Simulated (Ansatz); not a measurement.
# SnO (tin(ii) oxide) at 6 levels

Aim: a comparison of 6 runs (UHF/STO-3G, B3LYP/STO-3G, BHLYP/STO-3G, UB3LYP/STO-3G, r2SCAN/STO-3G, wB97M-V/STO-3G) of SnO (tin(ii) oxide). 

The results are computed with Ansatz 0.2.0.

55 further runs of the same task are left out: 20 that didn't finish, 35 set aside as unsound or not needed.

### 1 The structure to begin with

SnO has 2 atoms, charge 0, and is taken as a singlet. As SMILES, `[O]=[Sn]`. The Sn2–O1 distance was set to 3.607 Å, away from the relaxed value.

### 2 A single-point energy at UHF/STO-3G (run 1)

Input file input.yaml:

```yaml
crystal:
  periodic: [false, false, false]
  atoms:
    - {symbol: O, position_ang: [0.000000, 0.000000, -1.803620]}
    - {symbol: Sn, position_ang: [0.000000, 0.000000, 1.803580]}
basis:
  gaussian: {orbitals: STO-3G}
accuracy: high
hamiltonian: {xc: hf}
magnetization: {spin_polarized: true, initial_magnetization: 0}
```

Launch:

```sh
ansatz run input.yaml --threads 1 --pin off --max-ram 2610MiB --events-out events.jsonl --progress --plain --runs-dir runs
```

Log:

```text
Warning: RAYON_NUM_THREADS=1 ignored (pool sized by the plan → 1); use --threads N
Functional definition: HF
  name "HF"
  exchange = exact_x
  correlation = 0
529 factors; integrals over basis functions are off by at most 1.1e-8 eV
mean field evaluation 1: about -164235.9851 eV, gradient 8.6e0 eV
mean field evaluation 2: about -164235.9982 eV, gradient 8.6e0 eV
mean field evaluation 4: about -164235.4237 eV, gradient 8.2e0 eV
mean field evaluation 8: about -164268.9902 eV, gradient 6.2e0 eV
mean field evaluation 16: about -164269.7355 eV, gradient 2.0e-8 eV
mean field evaluation 32: about -164273.5009 eV, gradient 1.1e-2 eV
mean field evaluation 64: about -164273.5014 eV, gradient 4.0e-2 eV
mean field evaluation 96: about -164275.4284 eV, gradient 3.8e-2 eV
mean field evaluation 128: about -164275.3892 eV, gradient 2.0e-2 eV
mean field evaluation 160: about -164275.4405 eV, gradient 5.3e-2 eV
mean field -164275.45501509 eV, -6037.0116219019 hartree, gradient 2.6e-9 eV, S^2 2.000029; 10 other end points of the search recorded, 0 dependent functions left out
reference -164275.45501509 eV, -6037.0116219019 hartree; 29, 29 occupied and 3, 3 virtual orbitals, 529 factors
Total energy: -164275.45501509 eV, -6037.0116219019 hartree
```

It took 3.6 s on 1 thread of Arm Neoverse V2, shared host; peak memory 0.099 GiB.

### 3 The energy at B3LYP/STO-3G (run 2)

Input file job.yaml:

```yaml
crystal:
  periodic: [false, false, false]
  atoms:
    - symbol: O
      position_ang: [0.000000, 0.000000, -1.803620]
    - symbol: Sn
      position_ang: [0.000000, 0.000000, 1.803580]
basis:
  gaussian: {orbitals: STO-3G}
hamiltonian: {xc: {name: B3LYP}}
accuracy: high
```

Launch:

```sh
ansatz run job.yaml --threads 1 --pin off --max-ram 2610MiB --events-out events.jsonl --progress --plain --runs-dir runs
```

Log, cut to the lines that bear on the results:

```text
Warning: RAYON_NUM_THREADS=1 ignored (pool sized by the plan → 1); use --threads N
Functional definition: B3LYP
  name "B3LYP"
[...]
529 factors; integrals over basis functions are off by at most 1.1e-8 eV
[...]
mean field -164331.65492334 eV, -6039.0769304365 hartree, gradient 2.7e-8 eV, S^2 0.000000; 9 other end points of the search recorded, 0 dependent functions left out
reference -164331.65494871 eV, -6039.0769313686 hartree; 29, 29 occupied and 3, 3 virtual orbitals, 529 factors
Total energy: -164331.65494871 eV, -6039.0769313686 hartree
```

It took 5.4 s on 1 thread of Arm Neoverse V2, shared host; peak memory 0.1 GiB.

Runs 3 to 5 aren't shown in full; the table further down has their settings and results.

### 4 A single-point energy at wB97M-V/STO-3G (run 6)

Input file job.yaml:

```yaml
crystal:
  periodic: [false, false, false]
  atoms:
    - {symbol: O, position_ang: [0.000000, 0.000000, -1.803620]}
    - {symbol: Sn, position_ang: [0.000000, 0.000000, 1.803580]}
basis:
  gaussian:
    orbitals: STO-3G
magnetization:
  spin_polarized: false
  initial_magnetization: 0
accuracy: high
hamiltonian:
  xc: {name: wB97M-V}
```

Launch:

```sh
ansatz run job.yaml --threads 1 --pin off --max-ram 2610MiB --events-out events.jsonl --progress --plain --runs-dir runs
```

Log, cut to the lines that bear on the results:

```text
Warning: RAYON_NUM_THREADS=1 ignored (pool sized by the plan → 1); use --threads N
Functional definition: wB97M-V
  name "wB97M-V"
[...]
  gx(w, u) = 1 - cx + cx01*u + cx10*w
  gss(w, u) = css00 + css04*u^4 + css10*w + css20*w^2 + css43*w^4*u^3
  gos(w, u) = cos00 + cos10*w + (cos20 + cos21*u)*w^2 + (cos60 + cos61*u)*w^6
[...]
      + integral(e_c_pw_mod_opposite_spin*gos(b97_w_opposite, b97_u_opposite)) + vv10(b, c)
529 factors; integrals over basis functions are off by at most 1.1e-8 eV
120 factors; integrals over basis functions are off by at most 1.0e-9 eV
[...]
mean field -164334.92260049 eV, -6039.1970153567 hartree, gradient 3.7e-8 eV, S^2 0.000000; 2 other end points of the search recorded, 0 dependent functions left out
reference -164334.92260248 eV, -6039.1970154298 hartree; 29, 29 occupied and 3, 3 virtual orbitals, 529 factors
Total energy: -164334.92260248 eV, -6039.1970154298 hartree
```

Wall time 17 s (1 thread of Arm Neoverse V2, shared host); peak memory 0.23 GiB.

### 5 Overview of the runs

| run | level | energy (Eh) | wall time |
| --- | --- | --- | --- |
| 1 | UHF/STO-3G | -6037.011622 | 3.6 s |
| 2 | B3LYP/STO-3G | -6039.076931 | 5.4 s |
| 3 | BHLYP/STO-3G | -6039.251132 | 1.8 s |
| 4 | UB3LYP/STO-3G | -6039.218803 | 29 s |
| 5 | r2SCAN/STO-3G | -6039.275878 | 18 s |
| 6 | wB97M-V/STO-3G | -6039.197015 | 17 s |

### 6 Outcome

| quantity | value |
| --- | --- |
| run 6: total energy | -6039.19702 Eh |

**Reading.** Totals of different functionals can't be ranked against each other. In runs 1, 2, 3, 4, 5, 6 the basis is minimal, so the values are rough. In runs 2, 3, 5, 6 a closed-shell determinant meets a far-stretched bond, which it describes badly. In runs 1, 2, 3, 4, 5, 6 relativity is left out where basis or elements ask for it. Spin contamination of the reference: run 1 ⟨S²⟩ = 2.00, run 4 ⟨S²⟩ = 1.92. Where it is this large, the reference is a mixture of spin states, and values that rest on it are in doubt. All runs together took 75 s, the longest 29 s.
